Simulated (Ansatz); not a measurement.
**C4H3IS: small, medium and large basis sets**

One table from this session's results is given with a row withheld; the runs are named, their logs left out.

The runs use Ansatz 0.2.0, Gaussian basis; one geometry, several basis sets.

Levels to be run: PBE0-D4/def2-SVP; ωB97M-V/def2-SVP; PBE0-D4/def2-QZVPP; ωB97M-V/def2-QZVPP; the functionals' def2-TZVPP values are taken from earlier runs.

1 further run of the same task is left out (for a known fault of the program). Runs told in other sessions of the task aren't counted.

## Structure used throughout

An earlier PBE0-D4 in a triple-zeta def2 set relaxation fixed the geometry. I takes the def2 core potential; no spin-orbit term is included.

SMILES `Ic1cccs1`, 9 atoms, charge 0, spin multiplicity 1.

Atoms are counted from 1 here; the program's logs count them from 0.

Bond lengths: I1–C2 2.060 Å, C2–C3 1.365 Å, C2–S6 1.710 Å, C3–C4 1.416 Å, C3–H7 1.081 Å, C4–C5 1.363 Å, C4–H8 1.082 Å, C5–S6 1.707 Å, C5–H9 1.079 Å. Angles: I1–C2–C3 127.1°, I1–C2–S6 120.9°, C3–C2–S6 111.9°, C2–C3–C4 111.9°, C2–C3–H7 123.5°, C4–C3–H7 124.6°, C3–C4–C5 112.8°, C3–C4–H8 123.7°, C5–C4–H8 123.4°, C4–C5–S6 111.5°, C4–C5–H9 128.3°, S6–C5–H9 120.2°, C2–S6–C5 91.8°.

Set-up of the first run:

Contents of in.yaml:

```yaml
crystal:
  periodic: [false, false, false]
  atoms:
    - {symbol: I, position_ang: [0.994403, 0.273549, -3.125484]}
    - {symbol: C, position_ang: [0.319236, 0.228505, -1.180156]}
    - {symbol: C, position_ang: [0.481369, -0.779650, -0.274999]}
    - {symbol: C, position_ang: [-0.114759, -0.470177, 0.972124]}
    - {symbol: C, position_ang: [-0.710544, 0.755656, 0.984228]}
    - {symbol: S, position_ang: [-0.551580, 1.543938, -0.521030]}
    - {symbol: H, position_ang: [1.004072, -1.700193, -0.494351]}
    - {symbol: H, position_ang: [-0.100211, -1.134440, 1.825958]}
    - {symbol: H, position_ang: [-1.233684, 1.236610, 1.796711]}
basis:
  gaussian: {orbitals: def2-SVP}
hamiltonian: {xc: pbe0, dispersion: d4}
output: {orbitals: {seedname: orbitals}}
```

On the command line:

```bash
ansatz run in.yaml --threads 4 --pin off --events-out ev --progress --plain --max-ram 10444MiB
```

Steps of the session up to this table: PBE0-D4 in def2-SVP; ωB97M-V in def2-SVP; PBE0-D4 in def2-QZVPP; ωB97M-V in def2-QZVPP.

One of the session's tables, all rows but one given; the rest of the session is left out.

It belongs to the step «Functionals by basis». 

| functional | basis | HOMO (eV) |
| --- | --- | --- |
| PBE0-D4 | def2-SVP | -6.59 |
| PBE0-D4 | def2-TZVPP | -6.62 |
| PBE0-D4 | def2-QZVPP | ? |
| ωB97M-V | def2-SVP | -8.61 |
| ωB97M-V | def2-TZVPP | -8.65 |
| ωB97M-V | def2-QZVPP | -8.67 |

Estimate the missing values for PBE0-D4, def2-QZVPP.

The run gave: HOMO (eV): -6.63. In the column «HOMO (eV)» it lies between ωB97M-V, def2-SVP (-8.61) and PBE0-D4, def2-TZVPP (-6.62).
